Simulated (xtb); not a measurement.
**C3H5BFN (SMILES FC1=CNBC1): GFN2-xTB**

Wanted: a structure relaxation of C3H5BFN. 

Program for the calculation: xtb 6.7.1.

## 1. The molecule

C3H5BFN: 11 atoms, total charge 0, spin state singlet. As SMILES, `FC1=CNBC1`. The shape comes from a force field and isn't a relaxed structure. The run starts from this shape.

Bond lengths: F1–C2 1.388 Å, C2–C3 1.322 Å, C3–N4 1.330 Å, N4–B5 1.538 Å, C2–C6 1.506 Å, B5–C6 1.580 Å, C3–H7 1.129 Å, N4–H8 1.049 Å, B5–H9 1.202 Å, C6–H10 1.104 Å, C6–H11 1.094 Å. Some angles: F1–C2–C3 121.5°, F1–C2–C6 125.3°, C3–C2–C6 113.2°, C2–C3–N4 115.7°, C3–N4–B5 105.8°, N4–B5–C6 106.5°, C2–C6–B5 98.7°, C2–C3–H7 121.3°, N4–C3–H7 122.8°, C3–N4–H8 129.6°.

## 2. A structure relaxation at GFN2-xTB

detailed.inp

```
$chrg 0
$spin 0
$end
```

input.sdf

```

     RDKit          3D

 11 11  0  0  0  0  0  0  0  0999 V2000
    2.1502    0.2218   -1.2645 F   0  0  0  0  0  0  0  0  0  0  0  0
    0.9654    0.0738   -0.5575 C   0  0  0  0  0  0  0  0  0  0  0  0
    0.8001   -0.9044    0.3156 C   0  0  0  0  0  0  0  0  0  0  0  0
   -0.3608   -0.9075    0.9644 N   0  0  0  0  0  0  0  0  0  0  0  0
   -1.1852    0.2381    0.3541 B   0  0  0  0  0  0  0  0  0  0  0  0
   -0.2419    0.9648   -0.6844 C   0  0  0  0  0  0  0  0  0  0  0  0
    1.6350   -1.6266    0.5511 H   0  0  0  0  0  0  0  0  0  0  0  0
   -0.7224   -1.5773    1.6862 H   0  0  0  0  0  0  0  0  0  0  0  0
   -2.2857    0.5728    0.7017 H   0  0  0  0  0  0  0  0  0  0  0  0
   -0.0109    1.9945   -0.3610 H   0  0  0  0  0  0  0  0  0  0  0  0
   -0.6783    0.8928   -1.6850 H   0  0  0  0  0  0  0  0  0  0  0  0
  2  1  1  0
  3  2  2  0
  4  3  1  0
  5  4  1  0
  6  5  1  0
  6  2  1  0
  7  3  1  0
  8  4  1  0
  9  5  1  0
 10  6  1  0
 11  6  1  0
M  END
$$$$
```

The run is started by

```bash
$ xtb input.sdf -o --json -I detailed.inp --gfn 2 --parallel 1 | tee input.out
```

What values should one expect? Wanted: total energy at the end; dipole moment; HOMO energy; LUMO energy; HOMO–LUMO gap; dispersion energy; mean polarisability.

Answer, from the run:

At GFN2-xTB:

```
                      quantity          value
       total energy at the end   -17.87181 Eh
                 dipole moment         2.43 D
                   HOMO energy      -10.07 eV
                   LUMO energy       -5.95 eV
                 HOMO–LUMO gap        4.13 eV
             dispersion energy  -15.74 kJ/mol
mean polarisability (D4 model)     54.8 bohr³
```

What this shows: At the final geometry: Bond lengths: F1–C2 1.348 Å, C2–C3 1.332 Å, C3–N4 1.402 Å, N4–B5 1.393 Å, C2–C6 1.490 Å, B5–C6 1.594 Å, C3–H7 1.075 Å, N4–H8 1.007 Å, B5–H9 1.164 Å, C6–H10 1.092 Å, C6–H11 1.091 Å. Some angles: F1–C2–C3 125.5°, F1–C2–C6 122.0°, C3–C2–C6 112.5°, C2–C3–N4 109.8°, C3–N4–B5 111.9°, N4–B5–C6 105.3°, C2–C6–B5 100.6°, C2–C3–H7 129.0°, N4–C3–H7 121.3°, C3–N4–H8 117.9°. The optimisation took 7 steps and changed the energy by -0.670 eV.
